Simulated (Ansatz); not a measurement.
# C4H2F4: one species, many methods

The task here is to estimate one member of a computed series from the others.

Computed with Ansatz 0.2.0, Gaussian basis. Level: functionals in def2-TZVPP, the program's frozen cores in correlated methods.

Plan: LDA (SPW92), PBE-D4, revPBE-D4, BLYP-D4, r2SCAN-D4, B97M-V, PBE0-D4, B3LYP-D4, r2SCANh-D4, r2SCAN0-D4, HSE06-D4, BHLYP-D4, CAM-B3LYP-D4, LC-ωPBE, ωB97X-V, ωB97M-V, B2PLYP, PBE-QIDH; CCSD(T)/def2-SVP; CCSD(T)/def2-TZVPP; MP2/def2-QZVPP; extrapolation to the limit; RPA on PBE.

## The relaxed structure

All runs share one geometry, relaxed beforehand with PBE0-D4 in a triple-zeta def2 set.

SMILES `FC(F)C#CC(F)F`, 10 atoms, charge 0, spin multiplicity 1.

Atoms are counted from 1 here; the program's logs count them from 0.

Bond lengths: F1–C2 1.353 Å, C2–F3 1.353 Å, C2–C4 1.461 Å, C2–H9 1.095 Å, C4–C5 1.198 Å, C5–C6 1.461 Å, C6–F7 1.353 Å, C6–F8 1.353 Å, C6–H10 1.095 Å. Angles: F1–C2–F3 107.9°, F1–C2–C4 110.3°, F1–C2–H9 108.3°, F3–C2–C4 110.2°, F3–C2–H9 108.3°, C4–C2–H9 111.8°, C2–C4–C5 177.2°, C4–C5–C6 177.2°, C5–C6–F7 110.2°, C5–C6–F8 110.2°, C5–C6–H10 111.8°, F7–C6–F8 107.9°, F7–C6–H10 108.3°, F8–C6–H10 108.3°.

The first run:

File in.yaml:

```yaml
crystal:
  periodic: [false, false, false]
  atoms:
    - {symbol: F, position_ang: [1.191134, -1.398775, 2.168678]}
    - {symbol: C, position_ang: [-0.001872, -1.382028, 1.531654]}
    - {symbol: F, position_ang: [-0.233998, -2.625246, 1.052285]}
    - {symbol: C, position_ang: [0.022778, -0.414722, 0.436883]}
    - {symbol: C, position_ang: [-0.003216, 0.405376, -0.435511]}
    - {symbol: C, position_ang: [0.019452, 1.372641, -1.530353]}
    - {symbol: F, position_ang: [-1.163252, 1.364341, -2.186430]}
    - {symbol: F, position_ang: [0.218041, 2.620661, -1.048296]}
    - {symbol: H, position_ang: [-0.779640, -1.145377, 2.264628]}
    - {symbol: H, position_ang: [0.813674, 1.151929, -2.250537]}
basis:
  gaussian: {orbitals: def2-TZVPP}
hamiltonian: {xc: lda}
output: {orbitals: {seedname: orbitals}}
```

Started as:

```console
ansatz run in.yaml --threads 4 --pin off --events-out ev --progress --plain --max-ram 11315MiB
```

Among the steps run: LDA; PBE-D4 (GGA); revPBE-D4 (GGA); BLYP-D4 (GGA); r2SCAN-D4 (meta-GGA); B97M-V (meta-GGA); PBE0-D4 (hybrid); B3LYP-D4 (hybrid); r2SCANh-D4 (hybrid); r2SCAN0-D4 (hybrid); HSE06-D4 (hybrid); BHLYP-D4 (hybrid); CAM-B3LYP-D4 (range-separated); LC-ωPBE (range-separated); ωB97X-V (range-separated); ωB97M-V (range-separated); B2PLYP (double hybrid); PBE-QIDH (double hybrid).

One table of the session follows, with a row left open; its other results are not shown here.

It belongs to the step «Frontier levels by functional». 

| functional | HOMO (eV) | gap (eV) |
| --- | --- | --- |
| LDA (SPW92) | -8.18 | 5.95 |
| PBE-D4 | -7.95 | 6.05 |
| revPBE-D4 | -7.86 | 6.09 |
| BLYP-D4 | -7.82 | 6.06 |
| r2SCAN-D4 | -8.22 | 6.55 |
| B97M-V | -8.22 | 6.68 |
| PBE0-D4 | -9.26 | 8.39 |
| B3LYP-D4 | -9.04 | 7.91 |
| r2SCANh-D4 | -8.71 | 7.40 |
| r2SCAN0-D4 | ? | ? |
| HSE06-D4 | -8.85 | 7.60 |
| BHLYP-D4 | -10.44 | 10.70 |
| CAM-B3LYP-D4 | -10.68 | 10.95 |
| LC-ωPBE | -12.10 | 13.60 |
| ωB97X-V | -11.66 | 13.10 |
| ωB97M-V | -11.53 | 12.86 |

**Question.** Estimate the row for r2SCAN0-D4.

Worked estimate for «HOMO (eV)». Against the share of exact exchange, r2SCAN-D4 (0, -8.22), r2SCANh-D4 (0.1, -8.71) give a slope of -4.90 per unit share; at 0.25 the line stands at -9.44.

The run gave: HOMO (eV): -9.44; gap (eV): 8.69. In «HOMO (eV)» the line misses by 0.00.
